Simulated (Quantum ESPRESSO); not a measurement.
**Ho: band structure with LDA**

The system is Ho.

```
Ho
1.0
     3.57730    0.00000    0.00000
    -1.78865    3.09803    0.00000
     0.00000    0.00000    5.61580
Ho
2
Cartesian
  1.7887 1.0327 4.2119
  0.0000 2.0654 1.4040
```

```yaml
Program: Quantum ESPRESSO 7.5
Task: band structure
Functional: LDA
Potentials_or_basis: SSSP 1.3 efficiency PBE
Cutoff: 748 eV
Density_cutoff: 5987 eV
k_mesh: 9 × 9 × 5
Occupations: fermi-dirac, width 0.05 eV
Spin: collinear spin, ferromagnetic start
Starting_moments: "[4.0, 4.0] μB"
Form_of_the_LDA_correlation: PZ81
Mixing_beta: 0.3
Most_SCF_iterations: 120
SCF_threshold: 4e-10 Ry
```

```yaml
Pressure: -4.2 GPa
Band_gap_on_the_k_mesh: none (metal or under the smearing width)
Net_moment: 6.87 μB per cell
Absolute_moment: 7.12 μB per cell
Site_moments: Ho +3.48 μB
Valence_electrons_inside_the_program's_atomic_spheres: Ho 19.59
```

Stress tensor (GPa, compression positive):
```
-4.62  0.00  0.00
 0.00 -4.62  0.00
 0.00  0.00 -3.47
```

Levels at the corners of the path, in eV from the Fermi level:
Spin up:
| point | band 21 | band 22 | band 23 | band 24 | band 25 | band 26 | band 27 | band 28 |
| --- | --- | --- | --- | --- | --- | --- | --- | --- |
| Γ | -2.43 | -2.42 | -2.42 | -1.91 | 1.49 | 2.26 | 2.26 | 2.64 |
| M | -2.48 | -2.40 | -1.67 | -1.07 | -0.61 | 0.32 | 1.92 | 1.95 |
| K | -2.45 | -2.45 | -0.49 | -0.42 | -0.42 | -0.12 | 1.56 | 1.56 |
| Γ | -2.43 | -2.42 | -2.42 | -1.91 | 1.49 | 2.26 | 2.26 | 2.64 |
| A | -2.43 | -2.43 | -2.43 | -2.43 | 1.43 | 1.43 | 2.16 | 2.16 |
| L | -2.46 | -2.46 | -1.66 | -1.66 | 0.43 | 0.43 | 1.97 | 1.97 |
| H | -2.46 | -2.46 | -0.21 | -0.21 | -0.04 | -0.04 | 0.91 | 0.91 |
| A | -2.43 | -2.43 | -2.43 | -2.43 | 1.43 | 1.43 | 2.16 | 2.16 |
| L | -2.46 | -2.46 | -1.66 | -1.66 | 0.43 | 0.43 | 1.97 | 1.97 |
| M | -2.48 | -2.40 | -1.67 | -1.07 | -0.61 | 0.32 | 1.92 | 1.95 |
| K | -2.45 | -2.45 | -0.49 | -0.42 | -0.42 | -0.12 | 1.56 | 1.56 |
| H | -2.46 | -2.46 | -0.21 | -0.21 | -0.04 | -0.04 | 0.91 | 0.91 |
Spin down:
| point | band 15 | band 16 | band 17 | band 18 | band 19 | band 20 | band 21 | band 22 |
| --- | --- | --- | --- | --- | --- | --- | --- | --- |
| Γ | -0.04 | -0.02 | -0.02 | 0.01 | 0.01 | 0.01 | 0.07 | 0.07 |
| M | -0.05 | -0.03 | -0.03 | -0.02 | -0.02 | 0.05 | 0.07 | 0.10 |
| K | -0.07 | -0.07 | 0.01 | 0.01 | 0.02 | 0.06 | 0.08 | 0.08 |
| Γ | -0.04 | -0.02 | -0.02 | 0.01 | 0.01 | 0.01 | 0.07 | 0.07 |
| A | -0.07 | -0.07 | -0.05 | -0.05 | 0.10 | 0.10 | 0.10 | 0.10 |
| L | -0.05 | -0.05 | -0.03 | -0.03 | 0.00 | 0.00 | 0.09 | 0.09 |
| H | -0.07 | -0.07 | -0.05 | -0.05 | 0.04 | 0.04 | 0.08 | 0.08 |
| A | -0.07 | -0.07 | -0.05 | -0.05 | 0.10 | 0.10 | 0.10 | 0.10 |
| L | -0.05 | -0.05 | -0.03 | -0.03 | 0.00 | 0.00 | 0.09 | 0.09 |
| M | -0.05 | -0.03 | -0.03 | -0.02 | -0.02 | 0.05 | 0.07 | 0.10 |
| K | -0.07 | -0.07 | 0.01 | 0.01 | 0.02 | 0.06 | 0.08 | 0.08 |
| H | -0.07 | -0.07 | -0.05 | -0.05 | 0.04 | 0.04 | 0.08 | 0.08 |

Run time: 7.6 min on 1 thread of Intel(R) Xeon(R) Platinum 8488C (Sapphire Rapids) (shared host), peak memory 0.76 GiB.

Caveat: the potentials were made for another functional, which shifts forces and pressure; the magnetic or orbital state may not be the lowest; some levels on the path didn't converge; spin-orbit coupling is left out, which moves the levels of the heavy elements. The state reached can hang on the start; a lower one may exist.
